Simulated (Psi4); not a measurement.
# GeNH2F (SMILES [NH2][Ge][F]): wB97M-V/cc-pVDZ

Aim: the vertical ionisation energy of GeNH2F at wB97M-V/cc-pVDZ, from 2 runs. The job is set up through a Python script.

Program for the calculation: Psi4 1.11.

3 further runs of the same task are left out: 2 that didn't finish, 1 set aside as unsound or not needed.

### 1 Starting point

GeNH2F: 5 atoms, total charge 0, spin state singlet. As SMILES, `[NH2][Ge][F]`. The coordinates come from a PBE0-D4/def2-TZVP relaxation. This is one conformer, not always the lowest.

Bond lengths: N1–Ge2 1.811 Å, Ge2–F3 1.768 Å, N1–H4 1.008 Å, N1–H5 1.010 Å. Angles: N1–Ge2–F3 94.5°, Ge2–N1–H4 124.0°, Ge2–N1–H5 122.7°, H4–N1–H5 113.3°.

### 2 A single-point energy at wB97M-V/cc-pVDZ

Input file fgeh2n.xyz:

```xyz
5
FGeH2N
N     -0.477700     0.347600    -0.204700
Ge     0.434100    -0.305200     1.217200
F      1.598300    -1.203900     0.235500
H     -1.280100     0.952600    -0.130600
H     -0.224500     0.135300    -1.158700
```

Input file run.py:

```python
import psi4

psi4.set_memory('1600 MB')
psi4.set_num_threads(1)
psi4.core.set_output_file('run.log', False)

with open('fgeh2n.xyz') as f:
    atoms = ''.join(f.readlines()[2:])
molecule = psi4.geometry('0 1\n' + atoms + 'symmetry c1\nno_reorient\nno_com')

options = {'basis': 'cc-pVDZ', 'puream': True, 'e_convergence': 1e-09, 'd_convergence': 1e-08, 'scf_type': 'pk', 'dft_radial_points': 99, 'dft_spherical_points': 590}
psi4.set_options(options)

e, wfn = psi4.energy('wb97m-v', molecule=molecule, return_wfn=True)
print(f'wb97m-v energy: {e:.10f} Eh')
for k, v in sorted(psi4.core.scalar_variables().items()):
    print(f'{k:45s} {v:18.10f}')
```

Command:

```bash
$ python run.py
```

run.log:

```text
[...]
  Running in c1 symmetry.
[...]
  Nuclear repulsion =  188.583783618447541
[...]
  Multiplicity = 1
[...]
  Nalpha       = 25
  Nbeta        = 25
[...]
    Number of basis functions: 65
[...]
   @RKS iter   1: -2232.19084022305924   -3.84358e+00   1.53575e-02 ADIIS/DIIS
[...]
   @RKS iter  12: -2232.66859581937297   -2.27374e-12   3.94409e-09 DIIS
[...]
    Orbital Energies [Eh]
    ---------------------
    Doubly Occupied:
       1A   -399.388438     2A    -50.113305     3A    -44.519473
       4A    -44.518152     5A    -44.516979     6A    -24.856459
       7A    -14.511746     8A     -6.427089     9A     -4.564195
      10A     -4.560962    11A     -4.555756    12A     -1.361994
      13A     -1.352167    14A     -1.352066    15A     -1.347936
      16A     -1.345169    17A     -1.236493    18A     -0.967334
      19A     -0.635612    20A     -0.599084    21A     -0.511783
      22A     -0.483098    23A     -0.469635    24A     -0.375629
      25A     -0.357310
[...]
  @RKS Final Energy: -2232.66859581937297
   => Energetics <=
    Nuclear Repulsion Energy =            188.5837836184475407
    One-Electron Energy =               -3485.5988211698299892
    Two-Electron Energy =                1140.2752350511982513
    DFT Exchange-Correlation Energy =     -76.1368013614858512
    Empirical Dispersion Energy =           0.0000000000000000
    VV10 Nonlocal Energy =                  0.2080080422974423
    Total Energy =                      -2232.6685958193729675
[...]
 Multipole Moments:
 ------------------------------------------------------------------------------------
     Multipole            Electronic (a.u.)      Nuclear  (a.u.)        Total (a.u.)
 ------------------------------------------------------------------------------------
 L = 1.  Multiply by 2.5417464519 to convert [e a0] to [Debye]
 Dipole X            :        -45.0779584           44.2713698           -0.8065886
 Dipole Y            :         32.8822189          -32.2772781            0.6049407
 Dipole Z            :        -72.5494419           72.4666505           -0.0827914
 Magnitude           :                                                    1.0116288
[...]
```

On the terminal:

```text
wb97m-v energy: -2232.6685958194 Eh
CURRENT ENERGY                                  -2232.6685958194
CURRENT REFERENCE ENERGY                        -2232.6685958194
DD SOLVATION ENERGY                                 0.0000000000
DFT FUNCTIONAL TOTAL ENERGY                     -2232.6685958194
DFT TOTAL ENERGY                                -2232.6685958194
DFT VV10 ENERGY                                     0.2080080423
DFT XC ENERGY                                     -76.1368013615
GRID ELECTRONS ALPHA                               25.0000002436
GRID ELECTRONS BETA                                25.0000002436
GRID ELECTRONS TOTAL                               50.0000004872
NUCLEAR REPULSION ENERGY                          188.5837836184
ONE-ELECTRON ENERGY                             -3485.5988211698
PCM POLARIZATION ENERGY                             0.0000000000
PE ENERGY                                           0.0000000000
SCF ITERATION ENERGY                            -2232.6685958194
SCF ITERATIONS                                     12.0000000000
SCF TOTAL ENERGY                                -2232.6685958194
TWO-ELECTRON ENERGY                              1140.2752350512
XC GRID RADIAL POINTS                              99.0000000000
XC GRID SPHERICAL POINTS                          590.0000000000
XC GRID TOTAL POINTS                           278410.0000000000
```

Run time: 66 s. Hardware: 1 thread of Intel Xeon 6975P-C (Granite Rapids), shared host; peak memory 1.1 GiB.

### 3 The doublet cation, same level

fgeh2n.xyz is that of step 2.

Input file run.py:

```python
import psi4

psi4.set_memory('1600 MB')
psi4.set_num_threads(1)
psi4.set_output_file('psi4.out', False)

with open('fgeh2n.xyz') as f:
    atoms = ''.join(f.readlines()[2:])
mol = psi4.geometry('1 2\n' + atoms + 'symmetry c1')

psi4.set_options({
    'reference': 'uks',
    'puream': True,
    'e_convergence': 1e-09,
    'd_convergence': 1e-08,
    'scf_type': 'pk',
    'dft_radial_points': 99,
    'dft_spherical_points': 590,
    'maxiter': 200,
})

energy_value = psi4.energy("wb97m-v/cc-pVDZ", molecule=mol)
print(f'total energy {energy_value:.8f} hartree = {energy_value * 27.211386:.5f} eV')
```

Command:

```bash
$ python run.py
```

psi4.out:

```text
[...]
  Running in c1 symmetry.
[...]
  Nuclear repulsion =  188.583783618447512
[...]
  Multiplicity = 2
[...]
  Nalpha       = 25
  Nbeta        = 24
[...]
    Number of basis functions: 65
[...]
   @UKS iter   1: -2231.81433277237284   -3.46707e+00   1.54256e-02 DIIS/ADIIS
[...]
   @UKS iter  23: -2232.28814930679937   -5.45697e-12   2.33066e-09 DIIS
[...]
   @S^2 Observed:                7.540473276E-01
[...]
    Orbital Energies [Eh]
    ---------------------
    Alpha Occupied:
       1A   -399.651682     2A    -50.376565     3A    -44.782641
       4A    -44.781190     5A    -44.780144     6A    -25.101502
       7A    -14.898217     8A     -6.691503     9A     -4.828299
      10A     -4.824979    11A     -4.819915    12A     -1.622160
      13A     -1.619926    14A     -1.616484    15A     -1.612047
      16A     -1.609490    17A     -1.477886    18A     -1.338933
      19A     -0.947668    20A     -0.943067    21A     -0.785574
      22A     -0.776484    23A     -0.712026    24A     -0.708555
      25A     -0.608358
    Alpha Virtual:
[...]
  @UKS Final Energy: -2232.28814930679937
   => Energetics <=
    Nuclear Repulsion Energy =            188.5837836184475123
    One-Electron Energy =               -3471.8613801446208527
    Two-Electron Energy =                1126.7714169260707422
    DFT Exchange-Correlation Energy =     -75.9874392558711520
    Empirical Dispersion Energy =           0.0000000000000000
    VV10 Nonlocal Energy =                  0.2054695491748817
    Total Energy =                      -2232.2881493067993688
[...]
 Multipole Moments:
 ------------------------------------------------------------------------------------
     Multipole            Electronic (a.u.)      Nuclear  (a.u.)        Total (a.u.)
 ------------------------------------------------------------------------------------
 L = 1.  Multiply by 2.5417464519 to convert [e a0] to [Debye]
 Dipole X            :          0.8934955           -2.7805670           -1.8870715
 Dipole Y            :         -0.5624466            1.9557106            1.3932640
 Dipole Z            :          4.6983584           -5.8410816           -1.1427232
 Magnitude           :                                                    2.6092221
[...]
```

On the terminal:

```text
total energy -2232.28814931 hartree = -60743.65449 eV
```

Run time: 1.8 min. Hardware: 1 thread of Intel Xeon 6975P-C (Granite Rapids), shared host; peak memory 1.1 GiB.

### 4 Outcome

Level: wB97M-V/cc-pVDZ.

```
                                          quantity           value
                      singlet GeNH2F: total energy  -2232.66860 Eh
                     singlet GeNH2F: dipole moment          2.57 D
                       singlet GeNH2F: HOMO energy        -9.72 eV
                       singlet GeNH2F: LUMO energy         0.76 eV
                     singlet GeNH2F: HOMO–LUMO gap        10.48 eV
                      doublet cation: total energy  -2232.28815 Eh
doublet cation: HOMO energy (highest over α and β)       -16.43 eV
 doublet cation: LUMO energy (lowest over α and β)       -10.50 eV
                              doublet cation: ⟨S²⟩           0.754
vertical ionisation energy (to the doublet cation)       10.352 eV
```

What this shows: Removing an electron at fixed nuclei costs 10.35 eV (239 kcal/mol). −ε(HOMO) before ionisation, 9.72 eV, is 0.63 eV below this ionisation energy.
